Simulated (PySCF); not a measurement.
# InH: bond curves at several levels of theory

What are the lowest state that PBE0 finds, the bond length, vibrational wavenumber and bond energy of InH, and how much do these hang on the method?

Method: In x2c-TZVPPall, H x2c-TZVPPall, spin-free X2C with a Gaussian nucleus; program: PySCF 2.14.0.

## 1. Input

Settings of the job:

```yaml
atoms: In, H
charge: 0
basis: In x2c-TZVPPall, H x2c-TZVPPall
Hamiltonian: spin-free X2C with a Gaussian nucleus
basis_functions: 74
electrons_treated: 50
masses_in_u: 114.9039, 1.0078
levels: PBE0, PBE, r²SCAN, M06-L, BHandHLYP, BLYP, r²SCAN0, ωB97M-V, HF, MP2, SCS-MP2, CCSD, CCSD(T)
grid: 80 radial by 434 angular points
occupations: held fixed by the projection of orbital angular momentum
dissociation_limit: In + H, each in its ground configuration
starting_distance_in_angstrom: 1.710
values_of_2S_to_try: 0, 2
```

Run with:

```sh
$ OMP_NUM_THREADS=1 python dia.py task.json out
```

The runs that follow: The PBE0 curve of the state that the search chose; Other states along the same grid; PBE (GGA); r²SCAN (meta-GGA); M06-L (meta-GGA); BHandHLYP; BLYP; r²SCAN0 (hybrid meta-GGA); ωB97M-V; RHF; MP2 and coupled cluster.

**Question.** What will these runs give? Wanted: for each run, Re; ωe; De; μ.

As calculated:

Lowest PBE0 solution found, without spin–orbit coupling: ¹Σ⁺ (singlet), closed shell. State 2 has its PBE0 minimum 1.97 eV higher. The other levels ran on the lowest alone.

| level | Re (Å) | ωe (cm⁻¹) | De (eV) | μ (D) |
| --- | --- | --- | --- | --- |
| RHF | 1.846 | 1523 | 1.84 | -0.59 |
| RHF-MP2 | 1.820 | 1536 | 2.55 | n/a |
| RHF-SCS-MP2 | 1.829 | 1517 | 2.65 | n/a |
| RHF-CCSD | 1.835 | 1495 | 2.70 | n/a |
| RHF-CCSD(T) | 1.836 | 1485 | 2.73 | n/a |
| PBE | 1.872 | 1395 | 2.66 | -0.94 |
| BLYP | 1.883 | 1371 | 2.73 | -1.10 |
| r²SCAN | 1.850 | 1460 | 2.71 | -0.81 |
| M06-L | 1.869 | 1418 | 2.79 | -1.10 |
| PBE0 | 1.851 | 1460 | 2.63 | -0.81 |
| r²SCAN0 | 1.839 | 1497 | 2.66 | -0.74 |
| BHandHLYP | 1.843 | 1498 | 2.69 | -0.82 |
| ωB97M-V | 1.837 | 1498 | 2.75 | -0.75 |

De is counted to In + H in their ground configurations. A positive dipole means In(−)H(+).

Differences from CCSD(T) in the same basis:

| level | Re (mÅ) | ωe (%) |
| --- | --- | --- |
| RHF | +10 | +2.6 |
| RHF-MP2 | -16 | +3.5 |
| RHF-SCS-MP2 | -7 | +2.2 |
| RHF-CCSD | -1 | +0.7 |
| PBE | +36 | -6.0 |
| BLYP | +47 | -7.6 |
| r²SCAN | +14 | -1.7 |
| M06-L | +33 | -4.5 |
| PBE0 | +15 | -1.6 |
| r²SCAN0 | +3 | +0.8 |
| BHandHLYP | +7 | +0.9 |
| ωB97M-V | +1 | +0.9 |

Judged by CCSD(T) in the same basis: best bond length RHF-CCSD and ωB97M-V (1 mÅ off), worst BLYP (+47 mÅ); best wavenumber RHF-CCSD (+0.7 %), worst BLYP (-7.6 %). Among the levels with a De in the table, it runs from 1.84 eV (RHF) to 2.79 eV (M06-L).

Correlated steps freeze 18 core orbitals. These are scalar-relativistic numbers at best; spin–orbit coupling would shift them, the dissociation energy most.
